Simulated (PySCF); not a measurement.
**One shape, several levels: TiO2 (SMILES [O]=[Ti]=[O])**

Aim: a comparison of 4 runs (HF/def2-SVP, HF/def2-TZVP, B3LYP/6-31G*, PBE0/pcseg-2) of TiO2. 

Program for the calculation: PySCF 2.14.0.

1 further run of the same task is left out (set aside as unsound or not needed).

**1. The structure to begin with**

TiO2 has 3 atoms, charge 0, and is taken as a singlet. As SMILES, `[O]=[Ti]=[O]`. The shape comes from GFN2-xTB, which is rough for such elements, and wasn't checked as a minimum.

Bond lengths: Ti1–O2 1.630 Å, Ti1–O3 1.630 Å. Angles: O2–Ti1–O3 113.6°.

**2. Energy and forces at HF/def2-SVP (run 1)**

Input file input.py:

```python
from pyscf import gto, scf

mol = gto.M(
    atom=[
    ('Ti', (0.004550, -0.005680, -0.594650)),
    ('O', (1.361390, -0.020020, 0.307930)),
    ('O', (-1.365930, 0.025690, 0.286720)),
],
    basis='def2-svp',
    verbose=4,
    spin=0,
    max_memory=1860,
)

mf = scf.RHF(mol)
mf.conv_tol = 1e-10
mf.kernel()
if not mf.converged:
    mf = mf.newton().run(mf.mo_coeff, mf.mo_occ)

etot = mf.e_tot
print(f'total energy: {etot:.8f} hartree')
grad = mf.nuc_grad_method().kernel()
mf.analyze()
```

On the command line:

```console
OMP_NUM_THREADS=1 python input.py
```

The program printed:

```text
PySCF version 2.14.0

[... 85 lines left out ...]
Two-electron Coulomb Energy =          555.014408186337505
[... 13 lines left out ...]
MO #11  energy= -1.89450096696899  occ= 2
[... 11 lines left out ...]
MO #23  energy= 0.101429372921689  occ= 0
[... 11 lines left out ...]
MO #35  energy= 1.19271999798759   occ= 0
[... 11 lines left out ...]
MO #47  energy= 1.74408566827416   occ= 0
[... 11 lines left out ...]
MO #59  energy= 3.54945068656301   occ= 0
[... 65 lines left out ...]
Dipole moment(X, Y, Z, Debye):  0.06040, -0.07514, -7.87085
```

Wall time 5.1 s (1 thread of Intel Xeon at 2.70GHz, shared host); peak memory 0.13 GiB.

**3. Energy and gradient at HF/def2-TZVP (run 2)**

Input file job.py:

```python
from pyscf import gto, scf

mol = gto.Mole()
mol.atom = '''
Ti     0.008598    -0.010734    -1.123726
O      2.572654    -0.037832     0.581903
O     -2.581234     0.048547     0.541822
'''
mol.max_memory = 1860
mol.spin = 0
mol.unit = 'bohr'
mol.basis = 'def2-tzvp'
mol.verbose = 4
mol.build()

mf = scf.RHF(mol)
mf.conv_tol = 1e-10
mf.kernel()
if not mf.converged:
    mf = mf.newton().run(mf.mo_coeff, mf.mo_occ)

e_tot = mf.e_tot
print('E = %.10f Eh' % e_tot)
grad = mf.nuc_grad_method().kernel()
mf.analyze()
```

On the command line:

```console
OMP_NUM_THREADS=1 python job.py
```

The program printed:

```text
PySCF version 2.14.0

[... 95 lines left out ...]
MO #7   energy= -17.927748949273   occ= 2
[... 19 lines left out ...]
MO #27  energy= 0.175127593793695  occ= 0
[... 19 lines left out ...]
MO #47  energy= 1.0022596440558    occ= 0
[... 19 lines left out ...]
MO #67  energy= 2.37970538838829   occ= 0
[... 19 lines left out ...]
MO #87  energy= 5.63687599299923   occ= 0
[... 19 lines left out ...]
MO #107 energy= 45.1608554014858   occ= 0
[... 113 lines left out ...]
Dipole moment(X, Y, Z, Debye):  0.06128, -0.07620, -7.98133
```

Wall time 14 s (1 thread of Intel Xeon at 2.70GHz, shared host); peak memory 0.25 GiB.

Run 3 isn't shown in full; the table further down has it.

**4. Energy and forces at PBE0/pcseg-2 (run 4)**

Input file run.py:

```python
# TiO2
from pyscf import gto, dft

mol = gto.Mole()
mol.atom = [
    ('Ti', (0.004550, -0.005680, -0.594650)),
    ('O', (1.361390, -0.020020, 0.307930)),
    ('O', (-1.365930, 0.025690, 0.286720)),
]
mol.max_memory = 1860
mol.basis = 'pcseg-2'
mol.verbose = 3
mol.charge = 0
mol.build()

mf = dft.RKS(mol, xc='pbe0')
mf.conv_tol = 1e-10
mf.grids.level = 5
mf.kernel()
if not mf.converged:
    mf = mf.newton().run(mf.mo_coeff, mf.mo_occ)

etot = mf.e_tot
print('Final energy', etot)
grad = mf.nuc_grad_method().kernel()
mf.analyze()
```

On the command line:

```console
OMP_NUM_THREADS=1 python run.py
```

The program printed:

```text
converged SCF energy = -999.663659704524
[... 23 lines left out ...]
MO #16  energy= -0.332902899436525 occ= 2
[... 19 lines left out ...]
MO #36  energy= 0.463161676736976  occ= 0
[... 19 lines left out ...]
MO #56  energy= 1.45736850348289   occ= 0
[... 19 lines left out ...]
MO #76  energy= 3.89884606128281   occ= 0
[... 19 lines left out ...]
MO #96  energy= 5.38879956556875   occ= 0
[... 19 lines left out ...]
MO #116 energy= 7.0662512365603    occ= 0
[... 4 lines left out ...]
Dipole moment(X, Y, Z, Debye):  0.05205, -0.06474, -6.78159
```

Run time: 54 s. Hardware: 1 thread of Intel Xeon at 2.70GHz, shared host; peak memory 1.2 GiB.

**5. The series**

```tsv
run	level	integration grid	energy (Eh)	dipole moment (D)	HOMO energy (eV)	LUMO energy (eV)	wall time
1	HF/def2-SVP	–	-997.860902	7.87	-10.97	-0.63	5.1 s
2	HF/def2-TZVP	–	-998.168387	7.98	-11.16	-0.92	14 s
3	B3LYP/6-31G* (spherical functions)	5	-999.892454	6.50	-6.51	-3.01	16 s
4	PBE0/pcseg-2	5	-999.663660	6.78	-7.30	-2.84	54 s
```

**6. Results**

```
                       quantity          value
            run 4: total energy  -999.66366 Eh
           run 4: dipole moment         6.78 D
             run 4: HOMO energy       -7.30 eV
             run 4: LUMO energy       -2.84 eV
           run 4: HOMO–LUMO gap        4.47 eV
run 4: largest force on an atom     0.208 eV/Å
```

The dipole moment (its size) runs from 6.50 D (B3LYP/6-31G*) to 7.98 D (HF/def2-TZVP). The two ends differ in method and basis. The HOMO–LUMO gap runs from 3.50 eV (B3LYP/6-31G*) to 10.34 eV (HF/def2-SVP). Totals of different functionals can't be ranked against each other. All runs together took 89 s, the longest 54 s.
